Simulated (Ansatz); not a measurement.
CH5IOSi, SMILES C[SiH](O)I: vertical spin-state energies, run with the Ansatz DFT code, driven from Python.

`run_spin.py`:
```python
# -*- coding: utf-8 -*-
"""Gap between spin states of CH5IOSi at one geometry."""

import ansatz as az

BASIS_SET = "def2-SVP"
FUNCTIONAL = "b3lyp"

GEOMETRY = """
C    -0.48210    1.01970   -0.21490
Si   -0.09530   -0.65240    0.29560
O     1.38770   -0.75420    0.96010
I     0.00270   -2.08580   -1.68460
H    -1.51990    1.09320   -0.70690
H    -0.54300    1.76050    0.62950
H     0.21630    1.46220   -0.94620
H    -1.04730   -1.15250    1.25580
H     2.16930   -0.73690    0.39440
"""

geometry = az.Crystal.molecule()
for line in GEOMETRY.strip().splitlines():
    symbol, *xyz = line.split()
    geometry = geometry.atom(symbol, [float(v) for v in xyz])

calculation = (
    geometry.calculation()
    .basis(gaussian=BASIS_SET)
    .functional(FUNCTIONAL)
)
found = {}
for unpaired in [0, 2]:
    summary = calculation.spin("collinear", total=unpaired).run(threads=1).report
    s = unpaired / 2
    found[unpaired] = summary["free_energy_ev"]
    print(f"2S+1 = {unpaired + 1}: E = {found[unpaired]:.5f} eV, <S^2> = {abs(summary['mean_field']['state']['spin_squared']):.3f} (pure state {s * (s + 1):.2f})")
lowest = min(found, key=found.get)
for unpaired, e in found.items():
    print(f"multiplicity {unpaired + 1}: {96.485332 * (e - found[lowest]):.1f} kJ/mol above the lowest")
```

Which spin state is lowest at this geometry, and how far above lie the others?

In order: multiplicity 1 (+0.00 eV) and multiplicity 3 (+6.08 eV), all at the one geometry.

The run itself:

```console
$ python run_spin.py
2S+1 = 1: E = -19144.61400 eV, <S^2> = 0.000 (pure state 0.00)
2S+1 = 3: E = -19138.53146 eV, <S^2> = 2.002 (pure state 2.00)
multiplicity 1: 0.0 kJ/mol above the lowest
multiplicity 3: 586.9 kJ/mol above the lowest
```

Reading the output:
- Total energies depend on the basis set; only differences at equal settings carry meaning.
- The geometry is a force-field or estimated start, not a minimum of this method, and the basis set is short of its limit. All parts are taken at fixed geometry, without zero-point energy.
- def2 sets replace the cores of elements past krypton by effective core potentials.
- b3lyp holds the VWN-RPA fit, as in Gaussian; the form of ORCA and Turbomole is b3lyp5.
- Spin-orbit coupling, which mixes and shifts the spin states of heavy atoms, is left out.
- Run time: 38 s on 1 thread of Arm Neoverse V1 (shared host), peak memory 0.38 GiB.

(A comment or docstring line of the script was reworded after the run, the code is as it ran; lines on the test bed's own set-up are left out of the output.)
